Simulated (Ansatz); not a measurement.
# Al₂Cl₂F₂H₂: basis-set convergence

An exercise on one series of results from a longer session: the logs are not shown, and one member is left open.

Computed with Ansatz 0.2.0, Gaussian basis. Level: one geometry, several basis sets.

Plan: PBE0-D4/def2-SVP; ωB97M-V/def2-SVP; PBE0-D4/def2-QZVPP; ωB97M-V/def2-QZVPP; the functionals' def2-TZVPP values are taken from earlier runs.

## The relaxed structure

An earlier PBE0-D4 in a triple-zeta def2 set relaxation fixed the geometry.

SMILES `[Cl][Al@H-]1[F+][Al@@H-]([Cl])[F+]1`, 8 atoms, charge 0, spin multiplicity 1.

Atoms are counted from 1 here; the program's logs count them from 0.

Bond lengths: Cl1–Al2 2.081 Å, Al2–F3 1.819 Å, Al2–F6 1.819 Å, Al2–H7 1.559 Å, F3–Al4 1.819 Å, Al4–Cl5 2.081 Å, Al4–F6 1.819 Å, Al4–H8 1.559 Å. Angles: Cl1–Al2–F3 109.9°, Cl1–Al2–F6 109.9°, Cl1–Al2–H7 124.9°, F3–Al2–F6 80.2°, F3–Al2–H7 111.5°, F6–Al2–H7 111.5°, Al2–F3–Al4 99.8°, F3–Al4–Cl5 109.9°, F3–Al4–F6 80.2°, F3–Al4–H8 111.5°, Cl5–Al4–F6 109.9°, Cl5–Al4–H8 124.9°, F6–Al4–H8 111.5°, Al2–F6–Al4 99.8°.

The first run:

Input file in.yaml:

```yaml
crystal:
  periodic: [false, false, false]
  atoms:
    - {symbol: Cl, position_ang: [0.366226, 2.258243, 1.760071]}
    - {symbol: Al, position_ang: [1.065313, 0.710961, 0.556989]}
    - {symbol: F, position_ang: [0.102717, 0.641829, -0.984324]}
    - {symbol: Al, position_ang: [-0.887782, -0.849321, -0.664148]}
    - {symbol: Cl, position_ang: [-2.857573, -0.317129, -0.255612]}
    - {symbol: F, position_ang: [0.097203, -0.797630, 0.863645]}
    - {symbol: H, position_ang: [2.568970, 0.384421, 0.307101]}
    - {symbol: H, position_ang: [-0.455084, -2.031366, -1.583711]}
basis:
  gaussian: {orbitals: def2-SVP}
hamiltonian: {xc: pbe0, dispersion: d4}
output: {orbitals: {seedname: orbitals}}
```

Among the steps run: PBE0-D4 in def2-SVP; ωB97M-V in def2-SVP; PBE0-D4 in def2-QZVPP; ωB97M-V in def2-QZVPP.

One table of the session follows, with a row left open; its other results are not shown here.

It belongs to the step «Functionals by basis». 

| functional | basis | HOMO (eV) |
| --- | --- | --- |
| PBE0-D4 | def2-SVP | -9.20 |
| PBE0-D4 | def2-TZVPP | ? |
| PBE0-D4 | def2-QZVPP | -9.30 |
| ωB97M-V | def2-SVP | -11.39 |
| ωB97M-V | def2-TZVPP | -11.53 |
| ωB97M-V | def2-QZVPP | -11.55 |

**Question.** Estimate the row for PBE0-D4, def2-TZVPP.

The run gave: HOMO (eV): -9.28. In the column «HOMO (eV)» it lies between PBE0-D4, def2-QZVPP (-9.30) and PBE0-D4, def2-SVP (-9.20).
